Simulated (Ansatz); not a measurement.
# Ta4NiO11 (Cmmm) in Ansatz: band structure with RPBE

Aim: the band structure of Ta4NiO11 with RPBE.

Everything below comes from runs of Ansatz 0.2.0. Logs are shortened: lines on timing, memory, paths and dates and some standing lists are left out, and cuts for length are marked.

## (1) The crystal as given

It takes space group Cmmm (No. 65, orthorhombic). Conventional cell: a = 3.910 Å, b = 29.659 Å, c = 3.886 Å, α = 90.00°, β = 90.00°, γ = 90.00°. Around Ta (site symmetry m2m) lie 5 O at 1.91 to 2.02 Å. Around Ta (site symmetry m2m) lie 5 O at 1.91 to 1.99 Å. Ni (site symmetry mmm) has 4 O at 1.88 to 1.95 Å as nearest neighbours. O (site symmetry m2m) is surrounded by 2 Ta at 1.91 Å. Around O (site symmetry m2m) lie 3 Ta at 2.02 to 2.21 Å. Around O (site symmetry m2m) lie 1 Ni at 1.88 Å and 2 Ta at 1.99 Å. O (site symmetry mmm) has 2 Ni at 1.95 Å and 2 Ta at 2.24 Å as nearest neighbours. Around O (site symmetry m2m) lie 2 Ta at 1.95 Å.

The cell was built by a generator and needn't be a form met in nature.

## (2) Band structure, RPBE, collinear spin, ferromagnetic start

input.yaml

```yaml
crystal:
  lattice:
    - [1.95495, -14.82973, 0.0]
    - [1.95495, 14.82973, 0.0]
    - [0.0, 0.0, 3.8859]
  atoms:
    - { symbol: Ta, position: [0.20437, 0.79563, 0.0] }
    - { symbol: Ta, position: [0.92451, 0.07549, 0.0] }
    - { symbol: Ta, position: [0.07549, 0.92451, 0.0] }
    - { symbol: Ta, position: [0.79563, 0.20437, 0.0] }
    - { symbol: Ni, position: [0.5, 0.5, 0.0], spin: 1.0 }
    - { symbol: O, position: [0.13987, 0.86013, 0.0] }
    - { symbol: O, position: [0.72107, 0.27893, 0.0] }
    - { symbol: O, position: [0.43645, 0.56355, 0.0] }
    - { symbol: O, position: [0.56355, 0.43645, 0.0] }
    - { symbol: O, position: [0.0, 0.0, 0.0] }
    - { symbol: O, position: [0.86013, 0.13987, 0.0] }
    - { symbol: O, position: [0.27893, 0.72107, 0.0] }
    - { symbol: O, position: [0.9279, 0.0721, 0.5] }
    - { symbol: O, position: [0.0721, 0.9279, 0.5] }
    - { symbol: O, position: [0.79436, 0.20564, 0.5] }
    - { symbol: O, position: [0.20564, 0.79436, 0.5] }
kpoints:
  mp_grid: { grid: [5, 5, 5] }
  band_path:
    path:
      - [0.0, 0.0, 0.0]
      - [0.2543445503, 0.2543445503, 0.0]
      - [0.0, 0.5, 0.0]
      - [0.0, 0.5, 0.5]
      - [0.2543445503, 0.2543445503, 0.5]
      - [0.0, 0.0, 0.5]
      - [0.0, 0.0, 0.0]
      - [-0.5, 0.5, 0.0]
    npoints: 12
scf:
  occupations: { method: fermi_dirac, width: 0.05 }
hamiltonian:
  xc: rpbe
  pseudopotentials: { kind: all_electron, lapw: { basis_error: 0.003 } }
magnetization:
  spin_polarized: true
output:
  forces: true
  stress: true
  eigenvalues: true
```

Potentials or basis: all-electron LAPW, scalar-relativistic.

Command:

```console
ansatz run input.yaml --threads 8 --pin off --max-ram 24576MiB --backend cpu --events-out ev --progress --plain --runs-dir out
```

Output:

```text
Warning: RAYON_NUM_THREADS=8 ignored (pool sized by the plan → 8); use --threads N
LAPW: plane waves up to 10.925 Å⁻¹, error target 3.0e-3 eV per atom; small_component_spin mean_spin; O in spheres of 0.804 Å, 8 of its electrons in bands, Dirac shells []; Ni in spheres of 1.080 Å, 18 of its electrons in bands, Dirac shells []; Ta in spheres of 1.105 Å, 45 of its electrons in bands, Dirac shells [] (how accurate: hamiltonian.pseudopotentials.lapw.basis_error, Limitations)
Engine: ansatz 0.2.0, x86_64-unknown-linux-gnu
Pseudopotentials: kind: all_electron
Pseudopotential: Ta, LAPW, valence charge 45, lapw/all_electron/scalar/gaussian/Ta, Koelling and Harmon's equation, gaussian nucleus
Pseudopotential: Ni, LAPW, valence charge 18, lapw/all_electron/scalar/gaussian/Ni, Koelling and Harmon's equation, gaussian nucleus
Pseudopotential: O, LAPW, valence charge 8, lapw/all_electron/scalar/gaussian/O, Koelling and Harmon's equation, gaussian nucleus
[... 98 lines left out ...]
  atom  16  O      0.00000000     0.01262048     0.00000000
  max |Σ_I F_I| component: 0.00e0 eV/Å
--- Stress (GPa, compression-positive) ---
        3.685101       0.000000       0.000000
        0.000000       3.379062       0.000000
        0.000000       0.000000       3.267517
  P = ⅓ Tr σ = 3.4439 GPa (34.439 kbar)
--- Band table (eV; the first three rows and the last of 54) ---
  k-point 0 ↑: bands = ["-525.9362", "-525.9362", "-525.8061", "-525.8061", "-496.5951", "-496.4862", "-496.4862", "-496.2847", "-496.2847", "-496.2554", "-496.2554", "-495.3884", "-495.3884", "-495.3016", "-495.3016", "-386.4270", "-386.4270", "-386.4267", "-386.4267", "-386.3607", "-386.3607", "-386.3035", "-386.3035", "-386.2920", "-386.2920", "-386.2292", "-386.2292", "-207.9839", "-207.9839", "-207.9632", "-207.9632", "-207.9288", "-207.9288", "-207.9287", "-207.9287", "-207.8943", "-207.8943", "-207.8565", "-207.8565", "-207.8343", "-207.8343", "-207.8027", "-207.8027", "-207.7939", "-207.7939", "-207.7637", "-207.7637", "-93.3593", "-59.0189", "-59.0116", "-58.9001", "-58.9001", "-54.0866", "-54.0240", "-52.9514", "-25.7393", "-25.6069", "-25.5983", "-25.5520", "-25.5378", "-25.5222", "-25.4928", "-25.4928", "-25.4190", "-25.4030", "-25.2948", "-25.2946", "-10.9479", "-10.9057", "-10.8506", "-10.8472", "-10.8069", "-10.8054", "-10.8021", "-10.8003", "-10.7918", "-10.7893", "-10.7786", "-10.7713", "-10.7680", "-10.7673", "-10.7658", "-10.7647", "-10.7291", "-10.7288", "-10.6769", "-10.6768", "-10.6642", "-10.6639", "-10.6621", "-10.6577", "-10.6404", "-10.6403", "-10.6351", "-10.6351", "-9.5946", "-9.3902", "-9.3074", "-8.7302", "-8.6041", "-8.3548", "-8.1794", "-8.0961", "-8.0747", "-8.0105", "-8.0093", "3.3678", "3.3817", "4.0205", "4.1083", "4.3826", "4.8429", "4.8711", "5.0459", "5.8226", "5.9669", "6.0222", "6.0818", "6.2166", "6.2658", "6.3614", "6.3738", "6.6417", "6.7371", "6.7706", "7.2392", "7.4854", "7.4883", "7.6613", "7.8527", "7.9124", "7.9160", "7.9468", "8.0917", "8.0990", "8.1171", "8.1317", "8.1998", "8.2562", "8.4927", "8.7782", "9.0300", "9.5602", "9.5937", "11.1147", "11.3847", "11.4103", "11.5619", "11.6211", "11.8092", "12.5621", "12.6545", "13.3288", "13.4650", "14.1077", "14.1358", "14.3306", "15.0717", "15.1430", "15.8564", "15.9141", "16.2447", "16.3059", "16.3227", "16.3863", "17.4825", "17.7806", "18.5877", "19.3657", "20.7346", "21.1506", "21.1528", "22.1731"]
  k-point 1 ↑: bands = ["-525.9362", "-525.9362", "-525.8061", "-525.8061", "-496.5951", "-496.4862", "-496.4862", "-496.2847", "-496.2847", "-496.2554", "-496.2554", "-495.3884", "-495.3884", "-495.3016", "-495.3016", "-386.4270", "-386.4270", "-386.4267", "-386.4267", "-386.3607", "-386.3607", "-386.3035", "-386.3035", "-386.2920", "-386.2920", "-386.2292", "-386.2292", "-207.9839", "-207.9839", "-207.9632", "-207.9632", "-207.9288", "-207.9288", "-207.9287", "-207.9287", "-207.8943", "-207.8943", "-207.8565", "-207.8565", "-207.8343", "-207.8343", "-207.8027", "-207.8027", "-207.7939", "-207.7939", "-207.7637", "-207.7637", "-93.3593", "-59.0186", "-59.0113", "-58.8998", "-58.8998", "-54.0866", "-54.0240", "-52.9515", "-25.7376", "-25.6054", "-25.5968", "-25.5504", "-25.5364", "-25.5207", "-25.4913", "-25.4913", "-25.4598", "-25.4430", "-25.3352", "-25.3349", "-10.9475", "-10.9051", "-10.8506", "-10.8471", "-10.8061", "-10.8055", "-10.8022", "-10.8000", "-10.8000", "-10.7962", "-10.7915", "-10.7894", "-10.7776", "-10.7657", "-10.7645", "-10.7632", "-10.7291", "-10.7288", "-10.6770", "-10.6769", "-10.6732", "-10.6730", "-10.6620", "-10.6613", "-10.6585", "-10.6544", "-10.6335", "-10.6335", "-9.5589", "-9.3346", "-9.2755", "-8.7116", "-8.5897", "-8.2584", "-8.0192", "-7.7570", "-7.6664", "-7.6332", "-7.6303", "3.3823", "3.3945", "4.0494", "4.1235", "4.4131", "4.8665", "4.8980", "4.9316", "5.1887", "5.2439", "5.4663", "5.6578", "5.6854", "5.9850", "6.0356", "6.2362", "6.3758", "6.5016", "6.6368", "6.6697", "6.7517", "6.7604", "6.9656", "7.1725", "7.2870", "7.3322", "7.3972", "7.4113", "7.5717", "7.6308", "7.8755", "8.1663", "8.2760", "8.5216", "8.7261", "9.1182", "9.5276", "9.6071", "12.2628", "12.4904", "12.5125", "12.5952", "12.6389", "12.6392", "12.6731", "12.8153", "13.8347", "13.9259", "14.1568", "14.3458", "14.5116", "15.2540", "15.4460", "15.9230", "16.2369", "16.6879", "16.9168", "17.4451", "17.7824", "18.6011", "18.7658", "18.8427", "19.6249", "19.7309", "20.8152", "21.0744", "21.7565"]
  k-point 2 ↑: bands = ["-525.9362", "-525.9362", "-525.8061", "-525.8061", "-496.5951", "-496.4862", "-496.4862", "-496.2847", "-496.2847", "-496.2554", "-496.2554", "-495.3884", "-495.3884", "-495.3016", "-495.3016", "-386.4270", "-386.4270", "-386.4267", "-386.4267", "-386.3607", "-386.3607", "-386.3035", "-386.3035", "-386.2920", "-386.2920", "-386.2292", "-386.2292", "-207.9839", "-207.9839", "-207.9632", "-207.9632", "-207.9288", "-207.9288", "-207.9287", "-207.9287", "-207.8943", "-207.8943", "-207.8565", "-207.8565", "-207.8343", "-207.8343", "-207.8027", "-207.8027", "-207.7939", "-207.7939", "-207.7637", "-207.7637", "-93.3593", "-59.0182", "-59.0109", "-58.8993", "-58.8993", "-54.0866", "-54.0240", "-52.9517", "-25.7348", "-25.6028", "-25.5943", "-25.5478", "-25.5340", "-25.5246", "-25.5182", "-25.5066", "-25.4889", "-25.4888", "-25.3994", "-25.3991", "-10.9469", "-10.9041", "-10.8506", "-10.8471", "-10.8337", "-10.8303", "-10.8057", "-10.8046", "-10.8023", "-10.7982", "-10.7920", "-10.7896", "-10.7760", "-10.7632", "-10.7625", "-10.7606", "-10.7291", "-10.7287", "-10.7043", "-10.7042", "-10.6771", "-10.6771", "-10.6629", "-10.6627", "-10.6576", "-10.6527", "-10.6310", "-10.6310", "-9.5192", "-9.2793", "-9.2425", "-8.6947", "-8.5736", "-8.2162", "-8.0029", "-6.9369", "-6.8166", "-6.8085", "-6.8008", "3.4008", "3.4135", "3.5690", "3.7040", "3.7301", "3.7352", "4.1059", "4.1613", "4.4310", "4.4723", "4.8934", "4.9571", "5.0423", "5.0935", "5.3024", "6.0084", "6.0664", "6.2572", "6.2576", "6.3598", "6.4887", "6.4940", "6.5844", "6.6394", "6.6917", "6.8264", "6.8469", "6.9838", "7.0820", "7.3082", "7.8134", "8.4613", "8.4966", "8.6301", "8.7131", "9.2637", "9.4892", "9.6700", "12.5859", "12.6699", "13.9703", "14.0937", "14.1493", "14.1514", "14.1759", "14.1958", "14.2216", "14.3786", "15.0312", "15.0541", "15.4281", "15.4519", "15.7583", "16.1517", "16.7098", "16.7525", "17.2696", "17.8481", "18.3998", "18.5077", "19.3716", "19.6499", "19.7468", "20.1809", "20.3181", "20.3749", "22.5505"]
  k-point 26 ↓: bands = ["-525.9362", "-525.9362", "-525.8061", "-525.8061", "-496.5568", "-496.4859", "-496.4859", "-496.2847", "-496.2847", "-496.2554", "-496.2554", "-495.3884", "-495.3884", "-495.3004", "-495.3004", "-386.4270", "-386.4270", "-386.4267", "-386.4267", "-386.3607", "-386.3607", "-386.3035", "-386.3035", "-386.2920", "-386.2920", "-386.2292", "-386.2292", "-207.9839", "-207.9839", "-207.9632", "-207.9632", "-207.9288", "-207.9288", "-207.9288", "-207.9288", "-207.8943", "-207.8943", "-207.8565", "-207.8565", "-207.8343", "-207.8343", "-207.8027", "-207.8027", "-207.7940", "-207.7940", "-207.7637", "-207.7637", "-92.9480", "-59.0182", "-59.0109", "-58.8998", "-58.8998", "-53.7422", "-53.5835", "-52.5257", "-25.7344", "-25.6064", "-25.5942", "-25.5389", "-25.5339", "-25.5246", "-25.5245", "-25.5066", "-25.4895", "-25.4893", "-25.4003", "-25.4000", "-10.9470", "-10.9039", "-10.8505", "-10.8471", "-10.8336", "-10.8303", "-10.8057", "-10.8031", "-10.8023", "-10.8011", "-10.7920", "-10.7896", "-10.7733", "-10.7638", "-10.7632", "-10.7606", "-10.7292", "-10.7288", "-10.7044", "-10.7042", "-10.6772", "-10.6772", "-10.6632", "-10.6630", "-10.6575", "-10.6527", "-10.6312", "-10.6312", "-9.5023", "-9.2926", "-9.2313", "-8.7074", "-8.5281", "-8.1629", "-8.0161", "-6.9368", "-6.8170", "-6.8036", "-6.7993", "3.1433", "3.5685", "3.6702", "3.7147", "3.7360", "3.9829", "4.1007", "4.2686", "4.4080", "4.4868", "4.5532", "4.7630", "4.9607", "5.3794", "5.5973", "5.8315", "6.0951", "6.2480", "6.2533", "6.3763", "6.4754", "6.5239", "6.5521", "6.6116", "6.7629", "6.8188", "6.8970", "6.9466", "7.2395", "7.3211", "7.7837", "8.4720", "8.6797", "8.8728", "9.1907", "9.2660", "9.6319", "10.2878", "12.5494", "12.7103", "13.9768", "14.0661", "14.1449", "14.1567", "14.1980", "14.2197", "14.2641", "14.3270", "14.9470", "15.0450", "15.2816", "15.6086", "16.0203", "16.2921", "16.5856", "16.7100", "17.0348", "17.9808", "18.2221", "18.8615", "19.4729", "19.5631", "19.8363", "19.9661", "20.1254", "20.8098", "21.8513"]
```

It took 16 min on 8 threads of AMD EPYC 7R43 (Zen 3), shared host; peak memory 5.6 GiB.

What came out:

| Item | Value |
| --- | --- |
| Free energy | -1762279.6023 eV |
| Pressure | 3.4 GPa |
| Largest force | 0.059 eV/Å |
| Band gap along the path | none (metal or under the smearing width) |
| Net moment | 0.40 μB per cell |
| Absolute moment | 0.48 μB per cell |
| Site moments | Ta +0.00, -0.00; Ni +0.34; O +0.00, -0.00, +0.05 μB |

Forces in eV/Å, atoms in the order of the input:
```
Ta   0.000  0.059  0.000
Ta   0.000 -0.033  0.000
Ta   0.000  0.033  0.000
Ta   0.000 -0.059  0.000
Ni   0.000  0.000  0.000
O    0.000 -0.018  0.000
O    0.000  0.059  0.000
O    0.000  0.016  0.000
O    0.000 -0.016  0.000
O    0.000  0.000  0.000
O    0.000  0.018  0.000
O    0.000 -0.059  0.000
O    0.000 -0.004  0.000
O    0.000  0.004  0.000
O    0.000 -0.013  0.000
O    0.000  0.013  0.000
```

Stress tensor (GPa, compression positive):
```
3.69 0.00 0.00
0.00 3.38 0.00
0.00 0.00 3.27
```

Levels at the corners of the path, in eV from the Fermi level:
Spin up:
```
point  band 141  band 142  band 143  band 144  band 145  band 146
    Γ     -1.38     -1.13     -0.60     -0.56      0.96      1.23
    X     -1.08     -0.90     -0.52      1.12      1.32      1.55
    S     -1.07     -0.90     -0.52      1.12      1.32      1.54
    R     -0.76     -0.44     -0.44      1.18      2.31      2.49
    A     -0.76     -0.44     -0.44      1.18      2.32      2.48
    Z     -1.45     -0.87     -0.68     -0.47      2.44      2.52
    Γ     -1.38     -1.13     -0.60     -0.56      0.96      1.23
    Y     -1.38     -1.13     -0.60     -0.56      0.96      1.22
```
Spin down:
| point | band 141 | band 142 | band 143 | band 144 | band 145 | band 146 |
| --- | --- | --- | --- | --- | --- | --- |
| Γ | -1.08 | -0.97 | -0.46 | -0.06 | 0.96 | 1.22 |
| X | -0.86 | -0.74 | 0.10 | 1.32 | 1.34 | 1.56 |
| S | -0.86 | -0.74 | 0.10 | 1.32 | 1.35 | 1.55 |
| R | -0.46 | -0.34 | 0.16 | 1.39 | 2.31 | 2.55 |
| A | -0.46 | -0.34 | 0.16 | 1.38 | 2.32 | 2.54 |
| Z | -0.97 | -0.88 | -0.53 | 0.16 | 2.44 | 2.52 |
| Γ | -1.08 | -0.97 | -0.46 | -0.06 | 0.96 | 1.22 |
| Y | -1.08 | -0.97 | -0.46 | -0.06 | 0.96 | 1.22 |

Caveat: the k mesh is thin for a metal, which can move the energy by tens of meV per atom; spin-orbit coupling is left out, which moves the levels of the heavy elements; a cell with one magnetic atom can't hold antiferromagnetic order, which such compounds often take; semilocal functionals often make such compounds metallic where correlation or magnetic order opens a gap, which also shifts bond lengths.
